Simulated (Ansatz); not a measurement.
# Sr3BP: the cost of one run

Program: Ansatz 0.2.0. Level of theory: DFT PBE, scalar-relativistic, plane waves, PAW. These are calculated values, not measurements.

1 further run of the same task is left out (it didn't finish).

### 1 The system as given

Symmetry: R-3c, No. 167, trigonal system. The conventional cell has a = 7.765 Å, b = 7.765 Å, c = 19.020 Å, α = 90.00°, β = 90.00°, γ = 120.00°. Around Sr (site symmetry 2) lie 2 B at 2.81 Å and 1 P at 3.26 Å. B (site symmetry -3) has 6 Sr at 2.81 Å in its first shell of neighbours. Around P (site symmetry 32) lie 3 Sr at 3.26 Å.

As a file:

```
CELL_PARAMETERS angstrom
3.88254 2.24158 6.34016
-3.88254 2.24158 6.34016
0.00000 -4.48317 6.34016
ATOMIC_POSITIONS crystal
Sr 0.82956 0.25000 0.67044
Sr 0.67044 0.82956 0.25000
Sr 0.25000 0.67044 0.82956
Sr 0.17044 0.75000 0.32956
Sr 0.32956 0.17044 0.75000
Sr 0.75000 0.32956 0.17044
B 0.50000 0.50000 0.50000
B 0.00000 0.00000 0.00000
P 0.75000 0.75000 0.75000
P 0.25000 0.25000 0.25000
```

A structure generator made this guess: antiperovskite family, tilts a-a-a- (R-3c, No. 167). Lengths come from tabulated atomic sizes and are only a guess.

### 2 Probe: one point on a coarse mesh

Contents of input.yaml:

```yaml
crystal:
  lattice:
    - [3.88253738, 2.241584, 6.34015699]
    - [-3.88253738, 2.241584, 6.34015699]
    - [0.0, -4.483168, 6.34015699]
  atoms:
    - { symbol: Sr, position: [0.82955715, 0.25, 0.67044285] }
    - { symbol: Sr, position: [0.67044285, 0.82955715, 0.25] }
    - { symbol: Sr, position: [0.25, 0.67044285, 0.82955715] }
    - { symbol: Sr, position: [0.17044285, 0.75, 0.32955715] }
    - { symbol: Sr, position: [0.32955715, 0.17044285, 0.75] }
    - { symbol: Sr, position: [0.75, 0.32955715, 0.17044285] }
    - { symbol: B, position: [0.5, 0.5, 0.5] }
    - { symbol: B, position: [0.0, 0.0, 0.0] }
    - { symbol: P, position: [0.75, 0.75, 0.75] }
    - { symbol: P, position: [0.25, 0.25, 0.25] }
basis:
  ecutwfc: 420
kpoints:
  mp_grid: { grid: [4, 4, 4] }
hamiltonian:
  xc: pbe
scf:
  occupations: { method: gaussian, width: 0.1 }
  lower_state_search: "off"
output:
  forces: true
  stress: true
  eigenvalues: true
```

On the command line:

```console
> ansatz run input.yaml --threads 1 --pin off --max-ram 2560MiB --backend cpu --events-out ev --progress --plain --runs-dir out
```

Q: Estimate wall time and peak memory on 1 thread of Intel Xeon at 2.50GHz (Skylake/Cascade Lake), shared host.

About 26 s, with a peak of 0.6 GiB.
